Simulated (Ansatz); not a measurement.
Runs of Ansatz 0.2.0 on La3Hf. Symmetry: Pm-3m, No. 221, cubic system. The conventional cell has a = 5.045 Å, b = 5.045 Å, c = 5.045 Å, α = 90.00°, β = 90.00°, γ = 90.00°. Around Hf (site symmetry m-3m) lie 12 La at 3.57 Å. La (site symmetry 4/mmm) has 4 Hf at 3.57 Å and 8 La at 3.57 Å as nearest neighbours. The cell comes from a database or a generator and needn't be the stable form of this composition.

```tsv
level	cutoff (eV)	gap on the mesh (eV)	pressure (GPa)	relaxed volume (Å³/atom)
PBEsol	420	none	0.0	(b)
RPBE	420	none	0.0	33.46
revPBE	420	none	0.0	33.07
BLYP	420	none	0.0	(a)
LDA	420	none	0.0	28.70
r2SCAN	500	none	0.0	32.05
```

Alike in all rows: task relaxation of cell and atoms; potentials or basis Ansatz PAW; no spin polarisation; cell relaxed; k mesh 5 × 5 × 5; smearing fermi-dirac 0.05 eV.

Task: Fill in the values left out.

Result: (a) 34.37; (b) 29.93.

Caveats: the plane-wave basis is chosen anew once the cell has moved, so the energies of steps on either side of that aren't comparable; the PAW data sets come from PBE, with cores solved anew for the run's functional, which leaves a small shift of forces and pressure; the magnetic or orbital state may not be the lowest (some runs).

A k mesh can miss the band edges, and the runs leave out spin-orbit coupling on Hf, La.

A gap of «none» marks a metal or a gap under the smearing width.

Runs at the PBE level aren't shown here.
